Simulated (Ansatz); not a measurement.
# Mn in Ansatz: further runs

The runs below take Mn through relaxation of the atoms, single point, with PBE, LDA.

Program: Ansatz 0.2.0. These are calculated values, not measurements. Logs are shortened: lines on timing, memory, paths and dates and some standing lists are left out, and cuts for length are marked.

### Step 1. Starting point

The cell holds a sheet with vacuum, 1 atom: a = 2.614 Å, b = 2.614 Å, c = 23.800 Å, α = 90.00°, β = 90.00°, γ = 90.00°.

The cell was built by a generator and needn't be a form met in nature.

### Step 2. Relaxation of the atoms, PBE, collinear spin, ferromagnetic start

input.yaml

```yaml
crystal:
  lattice:
    - [2.61432, 0.0, 0.0]
    - [0.0, 2.61432, 0.0]
    - [0.0, 0.0, 23.8]
  atoms:
    - { symbol: Mn, position: [0.0, 0.0, 0.29412], spin: 4.0 }
kpoints:
  mp_grid: { grid: [10, 10, 1] }
scf:
  occupations: { method: fermi_dirac, width: 0.05 }
hamiltonian:
  xc: pbe
  pseudopotentials: { kind: all_electron, lapw: { basis_error: 0.002 } }
magnetization:
  spin_polarized: true
output:
  forces: true
  stress: true
relax:
  f_tol: 0.02
  max_steps: 60
```

Potentials or basis: all-electron LAPW, scalar-relativistic.

The run is started by

```sh
$ ansatz run input.yaml --threads 2 --pin off --max-ram 8192MiB --backend cpu --events-out ev --progress --plain --runs-dir out
```

The program printed:

```text
Warning: RAYON_NUM_THREADS=2 ignored (pool sized by the plan → 2); use --threads N
The last accepted step is kept in <dir> (removed where the run ends without a failure and the disk answers)
LAPW: plane waves up to 8.377 Å⁻¹, error target 2.0e-3 eV per atom; small_component_spin mean_spin; Mn in spheres of 1.268 Å, 15 of its electrons in bands, Dirac shells [] (how accurate: hamiltonian.pseudopotentials.lapw.basis_error, Limitations)
Engine: ansatz 0.2.0, x86_64-unknown-linux-gnu
Pseudopotentials: kind: all_electron
Pseudopotential: Mn, LAPW, valence charge 15, lapw/all_electron/scalar/gaussian/Mn, Koelling and Harmon's equation, gaussian nucleus
Functional definition: PBE
  parameter kappa = 0.804
  parameter beta = 0.06672455060314922
  exchange = pbe_x(kappa = kappa, mu = beta*pi^2/3)
  correlation = pbe_c(beta = beta)
Crystal: 1 atoms, lattice volume = 162.665 Å³
Basis set: ecut = 267.3884509919467 eV, 1635 PW (Γ), exchange–correlation at level 2
Bands: 14, of which v1, the nominal top of the filled ones, is band 8 counted from 1 (7 counted from 0)
Symmetry: 16 space group operations
Space group: P4/mmm (ITA 123), of the structure as read, at distance tolerance 5.5e-5 Å
Magnetic group: BNS 123.339 (UNI 999), of the structure as read, at distance tolerance 5.5e-5 Å
k-points: 21 of 100
Non-local potential: Mn, projectors of the file, none
Initial density: superposition of atomic densities (neutral atoms: chi_scale 0, normalization atom)
Starting moments: Σ|m| = 4 μB on 1 of 1 site
Initial wavefunctions: plane waves of lowest kinetic energy (no species holds an atomic orbital)
Functional: x = pbe(κ = 0.804, μ = 0.2195149727645171), c = pbe(β = 0.06672455060314922)
iter 1 solved again at ethr=5.29e-3 eV; its pass at ethr=1.00e-1 eV (dr2=7.93e-1 eV) is discarded
SCF iter   1: F=—  HF=-31526.077668 eV  |F-HF|=—  |Δ(HF+E_count)|=         —  Δρ=8.12e-3 (↑6.41e-3 ↓8.12e-3)  dr2=7.93e-1  dr2_m=2.32e-2  M=4.224 μB ∫|m|=4.225 μB  β_m=0.30  ethr=5.29e-3  ⟨swp⟩=2.7  Hψ=4008  notcnv=0
Mixer restart at iter 1: flushing history
preconditioner: auto → LDOS  [metal: Δε(μ)=0.025 eV  Ē_g=7.149 eV  σ=0.050 eV  W_gap=0.13  n_scr=12 (ndim 8)  ℏωp=7.7 eV  f_vac=0.784  D(μ)=1.47/eV (n_scr^D=8)]
spin=Collinear: LDOS preconditioning applied to the charge; magnetization (m = ρ↑ − ρ↓) channel mixes plain (no charge-response kernel on spin).
SCF iter   2: F=—  HF=-31526.023698 eV  |F-HF|=—  |Δ(HF+E_count)|=   5.40e-2  Δρ=5.95e-3 (↑5.05e-3 ↓5.95e-3)  dr2=4.76e-1  dr2_m=1.24e-2  M=4.232 μB ∫|m|=4.234 μB  β_m=0.63  ethr=5.29e-3  ⟨swp⟩=2.0  Hψ=1721  notcnv=0
iter 3 solved again at ethr=9.54e-5 eV; its pass at ethr=3.18e-3 eV (dr2=1.43e-2 eV) is discarded
SCF iter   3: F=—  HF=-31526.012453 eV  |F-HF|=—  |Δ(HF+E_count)|=   1.12e-2  Δρ=1.37e-3 (↑1.37e-3 ↓1.26e-3)  dr2=1.42e-2  dr2_m=4.09e-4  M=4.283 μB ∫|m|=4.291 μB  β_m=0.69  ethr=9.54e-5  ⟨swp⟩=2.8  Hψ=3235  notcnv=0  defer=3
SCF iter   4: F=—  HF=-31526.028927 eV  |F-HF|=—  |Δ(HF+E_count)|=         —  Δρ=5.97e-4 (↑4.78e-4 ↓5.97e-4)  dr2=1.59e-3  dr2_m=9.64e-5  M=4.310 μB ∫|m|=4.320 μB  β_m=0.69  ethr=9.45e-5  ⟨swp⟩=3.2  Hψ=1858  notcnv=0
the basis was enlarged: its passes take 327.5 KiB over the memory plan, 2 of 2 planned eigensolver slots
SCF iter   5: F=—  HF=-31526.032009 eV  |F-HF|=—  |Δ(HF+E_count)|=   3.08e-3  Δρ=3.14e-4 (↑1.78e-4 ↓3.14e-4)  dr2=4.62e-4  dr2_m=2.44e-5  M=4.314 μB ∫|m|=4.324 μB  β_m=0.84  ethr=1.06e-5  ⟨swp⟩=3.0  Hψ=1734  notcnv=0
SCF iter   6: F=—  HF=-31526.032685 eV  |F-HF|=—  |Δ(HF+E_count)|=   6.75e-4  Δρ=4.94e-5 (↑4.94e-5 ↓3.67e-5)  dr2=5.33e-6  dr2_m=1.85e-6  M=4.317 μB ∫|m|=4.328 μB  β_m=0.92  ethr=3.08e-6  ⟨swp⟩=3.0  Hψ=1718  notcnv=0
SCF iter   7: F=—  HF=-31526.032696 eV  |F-HF|=—  |Δ(HF+E_count)|=   1.13e-5  Δρ=1.20e-5 (↑1.07e-5 ↓1.20e-5)  dr2=2.08e-6  dr2_m=5.86e-8  M=4.317 μB ∫|m|=4.328 μB  β_m=0.87  ethr=3.55e-8  ⟨swp⟩=3.1  Hψ=1722  notcnv=0
SCF iter   8: F=—  HF=-31526.032696 eV  |F-HF|=—  |Δ(HF+E_count)|=   4.31e-7  Δρ=4.03e-6 (↑2.32e-6 ↓4.03e-6)  dr2=2.24e-7  dr2_m=3.56e-9  M=4.317 μB ∫|m|=4.328 μB  β_m=0.93  ethr=1.39e-8  ⟨swp⟩=2.8  Hψ=1544  notcnv=0
SCF iter   9: F=-31526.032696 eV  HF=-31526.032696 eV  |F-HF|=6.66e-9  |Δ(HF+E_count)|=   9.54e-8  Δρ=9.63e-7 (↑9.63e-7 ↓9.61e-7)  dr2=6.30e-8  dr2_m=5.87e-11  M=4.317 μB ∫|m|=4.328 μB  ethr=1.50e-9  ⟨swp⟩=2.6  Hψ=1521  notcnv=0
SCF 1 converged in 9 iterations: F = -31526.032696 eV  dr2 = 6.30e-8
relax step   1: F+E_penalty+E_count = -31526.03269566 eV  Δ(F+E_penalty+E_count) = +0.000e0 eV  max|allowed force component| = 0.000e0 eV/Å  Δτ_max = 0.0000 Å  (9 SCF iters, accepted)
SCF converged after 9 iterations
Magnetization: 4.3170 μB (9.6585 up, 5.3415 down)
Absolute magnetization: 4.3276 μB (∫|ρ↑−ρ↓|)
Spin contamination: 0.0307 ħ² per cell (⟨S²⟩ above its minimum at these occupations)
Per-site moments (μB) at R_I (Å): [(3.9514370814790816, 1.267945181106144)]
Free energy (F): -31526.032696 eV
Harris-Foulkes:  -31526.032696 eV  (|F-HF|=6.66e-9)
Internal energy: -31526.022451 eV  (E = F + TS)
E sigma→0 (E₀):  -31526.027573 eV
Entropy (-TS):   -0.010245 eV (-10.245 meV/atom)
Fermi energy:    -1.880757 eV
--- Per-component energies (eV) ---
  E_band       = -488.415530
  E_kinetic    = 31926.846512
  E_xc         = -1423.696155
  E_electrostatic = -62029.172809  (all electrons and nuclei)
  E_smearing   = -0.010245  (= −TS)
  E_closure    = 0.000000  (closes the sum)
  E_atoms      = -31518.736320  (free atoms, spherical and without spin; not in F)
  Σ components = -31526.032696   (vs F -31526.032696, Δ=0.00e0)
  Basis errors (estimates in eV, not in F): energy 9.7e-4 per atom: plane waves 8.8e-4 (5.6e-4 summed), levels above the bands 2.9e-35, relativity 9.1e-9, radial functions 8.4e-5, core shells 9.8e-9; eigenvalues (radial functions only) 1.2e-6; not estimated: angular momenta, meshes, grids; target (lapw.basis_error) 2.0e-3; muffin-tin radii Mn 1.268 Å
--- Forces (eV/Å), atoms counted from 1 ---
  atom   1  Mn     0.00000000     0.00000000     0.00000000
  max |Σ_I F_I| component: 7.89e-31 eV/Å
--- Stress (GPa, compression-positive) ---
       -0.069066       0.000000       0.000000
        0.000000      -0.069066       0.000000
        0.000000       0.000000       0.000522
  P = ⅓ Tr σ = -0.0459 GPa (-0.459 kbar)
--- Relaxed structure (1 steps of the walk, 1 accepted, 0 SCFs on fresh bases) ---
  F+E_penalty+E_count = -31526.03269566 eV   max|allowed force component| = 0.000e0 eV/Å
  atoms:
    - { symbol: Mn, position: [0.0, 0.0, 0.29412] }
```

Run time: 15 s. Hardware: 2 threads of AMD EPYC 7R43 (Zen 3), shared host; peak memory 0.5 GiB.

What came out:

- Free energy: -31526.0327 eV
- Net moment: 4.32 μB per cell
- Absolute moment: 4.33 μB per cell
- Site moments: Mn +3.95 μB

Final structure:
```cif
data_structure
_symmetry_space_group_name_H-M 'P 1'
_symmetry_Int_Tables_number 1
_cell_length_a 2.6143
_cell_length_b 2.6143
_cell_length_c 23.8000
_cell_angle_alpha 90.000
_cell_angle_beta 90.000
_cell_angle_gamma 90.000
_cell_volume 162.67
loop_
_atom_site_label
_atom_site_type_symbol
_atom_site_fract_x
_atom_site_fract_y
_atom_site_fract_z
_atom_site_occupancy
Mn1 Mn 0.00000 0.00000 0.29412 1
```

Caveat: the relaxation stopped at its first step, so nothing moved.

### Step 3. Single point, PBE, collinear spin, ferromagnetic start

input.yaml: that of step 2 with these lines changed.

```diff
@@ -19,4 +19,2 @@
   stress: true
-relax:
-  f_tol: 0.02
-  max_steps: 60
+  eigenvalues: true
```

Potentials or basis: all-electron LAPW, scalar-relativistic.

The run is started by

```sh
$ ansatz run input.yaml --threads 2 --pin off --max-ram 8192MiB --backend cpu --events-out ev --progress --plain --runs-dir out
```

It took 19 s on 2 threads of AMD EPYC 7R43 (Zen 3), shared host; peak memory 0.49 GiB.

It converged, with:

- Free energy: -31526.0327 eV
- Band gap on the k mesh: none (metal or under the smearing width)
- Net moment: 4.32 μB per cell
- Absolute moment: 4.33 μB per cell
- Site moments: Mn +3.99 μB
- Work function: 3.67 eV

Levels at points of the mesh, in eV from the Fermi level:
Spin up:
```tsv
k point	band 8	band 9	band 10	band 11	band 12	band 13
(0.00, 0.00, 0.00)	-1.70	-1.70	-0.82	-0.61	3.09	3.55
(0.00, -0.50, 0.00)	-1.71	-1.56	0.12	2.97	4.47	6.86
(-0.50, -0.50, 0.00)	-1.97	-0.06	5.05	5.05	9.07	9.65
```
Spin down:
| k point | band 2 | band 3 | band 4 | band 5 | band 6 | band 7 | band 8 | band 9 | band 10 |
| --- | --- | --- | --- | --- | --- | --- | --- | --- | --- |
| (0.00, 0.00, 0.00) | -45.81 | -45.58 | -45.58 | -4.45 | -0.60 | 0.29 | 0.46 | 2.31 | 2.31 |
| (0.00, -0.50, 0.00) | -45.84 | -45.78 | -45.56 | -0.81 | -0.16 | 0.87 | 1.48 | 1.83 | 2.49 |
| (-0.50, -0.50, 0.00) | -45.81 | -45.81 | -45.76 | -1.32 | 0.71 | 0.71 | 2.04 | 3.54 | 6.35 |

### Step 4. Single point, LDA, collinear spin, ferromagnetic start

input.yaml: that of step 3 with these lines changed.

```diff
@@ -12,3 +12,3 @@
 hamiltonian:
-  xc: pbe
+  xc: lda
   pseudopotentials: { kind: all_electron, lapw: { basis_error: 0.002 } }
```

The run is started by

```sh
$ ansatz run input.yaml --threads 2 --pin off --max-ram 8192MiB --backend cpu --events-out ev --progress --plain --runs-dir out
```

Run time: 17 s. Hardware: 2 threads of AMD EPYC 7R43 (Zen 3), shared host; peak memory 0.48 GiB.

The run converged. Its results:

| Quantity | Value |
| --- | --- |
| Free energy | -31467.7355 eV |
| Band gap on the k mesh | none (metal or under the smearing width) |
| Net moment | 4.24 μB per cell |
| Absolute moment | 4.25 μB per cell |
| Site moments | Mn +3.93 μB |
| Work function | 4.01 eV |

Stress tensor (GPa, compression positive):
```
-1.07  0.00  0.00
 0.00 -1.07  0.00
 0.00  0.00  0.00
```

Levels at points of the mesh, in eV from the Fermi level:
Spin up:
```
             k point  band 8  band 9  band 10  band 11  band 12  band 13
  (0.00, 0.00, 0.00)   -1.44   -1.44    -0.61    -0.42     3.50     4.03
 (0.00, -0.50, 0.00)   -1.52   -1.30     0.19     3.12     4.66     7.08
(-0.50, -0.50, 0.00)   -1.72    0.10     5.13     5.13     9.21     9.79
```
Spin down:
| k point | band 3 | band 4 | band 5 | band 6 | band 7 | band 8 |
| --- | --- | --- | --- | --- | --- | --- |
| (0.00, 0.00, 0.00) | -45.25 | -45.25 | -4.28 | -0.57 | 0.19 | 0.45 |
| (0.00, -0.50, 0.00) | -45.50 | -45.23 | -0.77 | -0.22 | 1.18 | 1.33 |
| (-0.50, -0.50, 0.00) | -45.49 | -45.48 | -1.21 | 0.61 | 0.61 | 1.92 |

### Step 5. The reference run

An earlier run on the cell as given: functional PBE; potentials or basis all-electron LAPW, scalar-relativistic; cutoff 269 eV (chosen from the basis error); basis error allowed 0.001 eV/atom; k mesh 10 × 10 × 1; occupations fermi-dirac, width 0.05 eV; collinear spin, ferromagnetic start; starting moments [4.0] μB.

- Band gap on the k mesh: none (metal or under the smearing width)
- Net moment: 4.32 μB per cell
- Absolute moment: 4.33 μB per cell
- Site moments: Mn +3.99 μB
- Work function: 3.67 eV

### Step 6. Overview

```tsv
task	level	cell	cutoff (eV)	basis error allowed	gap on the mesh (eV)	moment (μB)	work function (eV)
relaxation of the atoms	PBE	atoms relaxed	-	0.002 eV/atom	-	4.32	-
single point	PBE	as given	249	0.002 eV/atom	none	4.32	3.67
single point	LDA	as given	249	0.002 eV/atom	none	4.24	4.01
single point	PBE	as given	269	0.001 eV/atom	none	4.32	3.67
```

Alike in all rows: potentials or basis all-electron LAPW, scalar-relativistic; spin collinear, ferromagnetic start; k mesh 10 × 10 × 1; smearing fermi-dirac 0.05 eV.

Every run on the cell as given and a fine mesh finds a metal.

Caveats: the relaxation stopped at its first step, so nothing moved (some runs).

Compare energies only between runs with the same functional and basis.
